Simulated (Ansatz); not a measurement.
**CBrSi− (SMILES [Si-]#CBr): single points off equilibrium**

The atoms stand at a structure displaced at random from a GFN2-xTB minimum. How far do the functionals agree with CCSD(T) there?

Computed with Ansatz 0.2.0, Gaussian basis. Level: single points in def2-TZVPPD.

Correlated methods freeze the cores. Filled d shells of the heavier atoms are correlated.

**1. The starting structure**

SMILES `[Si-]#CBr`, 3 atoms, charge -1, spin multiplicity 1.

Atoms are counted from 1 here; the program's logs count them from 0.

Bond lengths: Si1–C2 1.748 Å, C2–Br3 2.129 Å. Angles: Si1–C2–Br3 177.8°.

As a file:

| atom | x (Å) | y (Å) | z (Å) |
| --- | --- | --- | --- |
| Si1 | 1.3490 | 0.9513 | 0.8626 |
| C2 | 0.0918 | 0.0409 | 0.0582 |
| Br3 | -1.4740 | -0.9967 | -0.9450 |

**2. CCSD(T)/def2-TZVPPD**

run/in.yaml reads:

```yaml
crystal:
  periodic: [false, false, false]
  atoms:
    - {symbol: Si, position_ang: [1.349000, 0.951300, 0.862600]}
    - {symbol: C, position_ang: [0.091800, 0.040900, 0.058200]}
    - {symbol: Br, position_ang: [-1.474000, -0.996700, -0.945000]}
basis:
  gaussian: {orbitals: "def2-TZVPPD.json"}
total_charge: -1
correlation: {method: ccsd_t}
output: {forces: true}
```

The basis file named in the input lies beside it (Basis Set Exchange, JSON).

No record of the launch command was kept for these runs.

**3. PBE0-D4/def2-TZVPPD**

run/in.yaml, as its differences from that of step 2:

```diff
@@ -9,3 +9,3 @@
 total_charge: -1
-correlation: {method: ccsd_t}
-output: {forces: true}
+hamiltonian: {xc: pbe0, dispersion: d4}
+output: {forces: true, orbitals: {seedname: orbitals}}
```

**4. wB97M-V/def2-TZVPPD**

run/in.yaml, as its differences from that of step 3:

```diff
@@ -9,3 +9,3 @@
 total_charge: -1
-hamiltonian: {xc: pbe0, dispersion: d4}
-output: {forces: true, orbitals: {seedname: orbitals}}
+hamiltonian: {xc: {name: wB97M-V}}
+output: {forces: true}
```

**5. r2SCAN-D4/def2-TZVPPD**

run/in.yaml, as its differences from that of step 4:

```diff
@@ -9,3 +9,3 @@
 total_charge: -1
-hamiltonian: {xc: {name: wB97M-V}}
+hamiltonian: {xc: r2scan, dispersion: d4}
 output: {forces: true}
```

**6. PBE-D4/def2-TZVPPD**

run/in.yaml, as its differences from that of step 5:

```diff
@@ -9,3 +9,3 @@
 total_charge: -1
-hamiltonian: {xc: r2scan, dispersion: d4}
+hamiltonian: {xc: pbe, dispersion: d4}
 output: {forces: true}
```

**7. revPBE-D4/def2-TZVPPD**

run/in.yaml, as its differences from that of step 6:

```diff
@@ -9,3 +9,3 @@
 total_charge: -1
-hamiltonian: {xc: pbe, dispersion: d4}
+hamiltonian: {xc: {name: revPBE}, dispersion: d4}
 output: {forces: true}
```

**8. r2SCANh-D4/def2-TZVPPD**

run/in.yaml, as its differences from that of step 7:

```diff
@@ -9,3 +9,3 @@
 total_charge: -1
-hamiltonian: {xc: {name: revPBE}, dispersion: d4}
+hamiltonian: {xc: {name: r2SCANh}, dispersion: d4}
 output: {forces: true}
```

(Steps that only read results are left out.)

What does the calculation give? Wanted: RMS force component; RMS force error; HOMO and LUMO, PBE0-D4; T1 diagnostic.

**Answer**, as computed:

| quantity | value |
| --- | --- |
| RMS force component | 1.074 to 1.553 eV/Å over the methods |
| RMS force error | PBE0-D4 0.412, wB97M-V 0.589, r2SCAN-D4 0.307, PBE-D4 0.140, revPBE-D4 0.126, r2SCANh-D4 0.386 eV/Å |
| HOMO and LUMO, PBE0-D4 | -0.91 and 2.78 eV |
| T1 diagnostic | 0.017 |

What this shows: On forces the order runs from revPBE-D4 to wB97M-V. Frozen-core CCSD(T) forces in triple zeta carry basis errors of their own, and this is one geometry, so small gaps rank nothing. The restricted Hartree–Fock reference is unstable towards an unrestricted one at one or more of these structures.
